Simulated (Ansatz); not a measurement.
# FGaH7NO: the cost of one run

Method: RKS PBE0-D4/def2-SVP, in Ansatz 0.2.0.

### Step 1. Starting point

Bond lengths: Ga1–F2 2.125 Å, Ga1–H3 1.542 Å, Ga1–H4 1.543 Å, Ga1–N6 2.251 Å, N6–H9 1.016 Å, N6–H10 1.015 Å, O8–H11 0.961 Å. Angles: F2–Ga1–H3 105.9°, F2–Ga1–H4 103.6°, F2–Ga1–N6 87.4°, H3–Ga1–H4 127.8°, H3–Ga1–N6 110.2°, H4–Ga1–N6 113.2°, Ga1–N6–H9 112.6°, Ga1–N6–H10 118.6°, H9–N6–H10 107.5°.

Structure file:

```xyz
11

Ga    0.2679   -1.6211   -0.3161
F     1.5969   -0.3585    0.7593
H     1.0132   -2.0177   -1.6063
H    -0.3057   -2.5544    0.7712
H    -0.3629    1.1499    0.0158
N    -1.0029    0.2009   -0.6821
H     1.1862    0.7745    0.7816
O     0.4665    1.8201    0.7210
H    -0.9751    0.5087   -1.6497
H    -1.9765    0.1798   -0.3959
H     0.0924    1.9178    1.6013
```

### Step 2. Pulling towards end A

Springs on the bonds that form and break draw the guess towards this end; the thresholds are loose.

input.yaml reads:

```yaml
crystal:
  periodic: [false, false, false]
  atoms:
    - { symbol: Ga, position_ang: [0.2679, -1.6211, -0.3161] }
    - { symbol: F, position_ang: [1.5969, -0.3585, 0.7593] }
    - { symbol: H, position_ang: [1.0132, -2.0177, -1.6063] }
    - { symbol: H, position_ang: [-0.3057, -2.5544, 0.7712] }
    - { symbol: H, position_ang: [-0.3629, 1.1499, 0.0158] }
    - { symbol: "N", position_ang: [-1.0029, 0.2009, -0.6821] }
    - { symbol: H, position_ang: [1.1862, 0.7745, 0.7816] }
    - { symbol: O, position_ang: [0.4665, 1.8201, 0.721] }
    - { symbol: H, position_ang: [-0.9751, 0.5087, -1.6497] }
    - { symbol: H, position_ang: [-1.9765, 0.1798, -0.3959] }
    - { symbol: H, position_ang: [0.0924, 1.9178, 1.6013] }
basis:
  gaussian: { orbitals: def2-SVP }
hamiltonian:
  xc: pbe0
  dispersion: d4
relax:
  f_tol: 0.15
  max_steps: 25
  restrain:
    - { distance: [0, 5], at: 3.23, k: 30.0 }
    - { distance: [4, 7], at: 2.27, k: 30.0 }
    - { distance: [6, 1], at: 2.18, k: 30.0 }
    - { distance: [0, 1], at: 1.79, k: 30.0 }
    - { distance: [4, 5], at: 1.02, k: 30.0 }
    - { distance: [6, 7], at: 0.97, k: 30.0 }
```

The run is started by

```bash
$ ansatz run input.yaml --threads 2 --pin off --max-ram 3072MiB --backend cpu --events-out ev --progress --plain --runs-dir out
```

Q: Estimate wall time and peak memory on 2 threads of AMD EPYC (Zen 3), shared host.

About 94 s, with a peak of 0.27 GiB.
